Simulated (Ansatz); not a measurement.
**TlRh4: from a guess to a relaxed structure**

Aim: relax a trial structure of TlRh4 and see where it ends.

Method: DFT PBE, scalar-relativistic, plane waves, PAW, in Ansatz 0.2.0.

## 1. Starting point

Symmetry: Pm-3m, No. 221, cubic system. The conventional cell has a = 4.432 Å, b = 4.432 Å, c = 4.432 Å, α = 90.00°, β = 90.00°, γ = 90.00°. Tl (site symmetry m-3m) is surrounded by 6 Rh at 2.22 Å. Rh (site symmetry 4/mmm) has 2 Tl at 2.22 Å as nearest neighbours. Around Rh (site symmetry m-3m) lie 12 Rh at 3.13 Å.

Coordinates:

```
CELL_PARAMETERS angstrom
4.43191 0.00000 0.00000
0.00000 4.43191 0.00000
0.00000 0.00000 4.43191
ATOMIC_POSITIONS crystal
Tl 0.00000 0.00000 0.00000
Rh 0.50000 0.00000 0.00000
Rh 0.00000 0.50000 0.00000
Rh 0.00000 0.00000 0.50000
Rh 0.50000 0.50000 0.50000
```

Recipe of the guess: random cell by space group and Wyckoff sites (Pm-3m, No. 221). Its size is a rough estimate.

## 2. Probe: one point on a coarse mesh

Contents of input.yaml:

```yaml
crystal:
  lattice:
    - [4.43191336, 0.0, 0.0]
    - [0.0, 4.43191336, 0.0]
    - [0.0, 0.0, 4.43191336]
  atoms:
    - { symbol: Tl, position: [0.0, 0.0, 0.0] }
    - { symbol: Rh, position: [0.5, 0.0, 0.0] }
    - { symbol: Rh, position: [0.0, 0.5, 0.0] }
    - { symbol: Rh, position: [0.0, 0.0, 0.5] }
    - { symbol: Rh, position: [0.5, 0.5, 0.5] }
basis:
  ecutwfc: 420
kpoints:
  mp_grid: { grid: [4, 4, 4] }
hamiltonian:
  xc: pbe
scf:
  occupations: { method: gaussian, width: 0.1 }
  lower_state_search: "off"
output:
  forces: true
  stress: true
  eigenvalues: true
```

Started as:

```bash
ansatz run input.yaml --threads 1 --pin off --max-ram 2560MiB --backend cpu --events-out ev --progress --plain --runs-dir out
```

The session goes on with these runs: coarse relaxation; spin check on a coarse mesh; full relaxation.

**Question.** What will these runs give? Wanted: conventional cell; volume; energy over the elements; gap on the mesh; total moment.

As calculated:

| quantity | value |
| --- | --- |
| symmetry at the end (tolerance 0.05 Å) | space group Pm-3m (No. 221) |
| conventional cell | a = 4.908 Å, b = 4.908 Å, c = 4.908 Å, α = 90.00°, β = 90.00°, γ = 90.00° |
| volume | 23.64 Å³/atom |
| energy over the elements | +2.02 eV/atom |
| gap on the mesh | none (metal) |
| total moment | 4.01 μB/cell |

What this shows: The space group Pm-3m (No. 221) is kept, and the volume per atom grows by 35.8 % from the first guess. The formation energy is positive, so the separate elements lie lower. No finished test with a distortion of lower symmetry is shown, so the end may be a saddle point. Spin-orbit coupling is left out for Tl. Other magnetic orders were not searched.
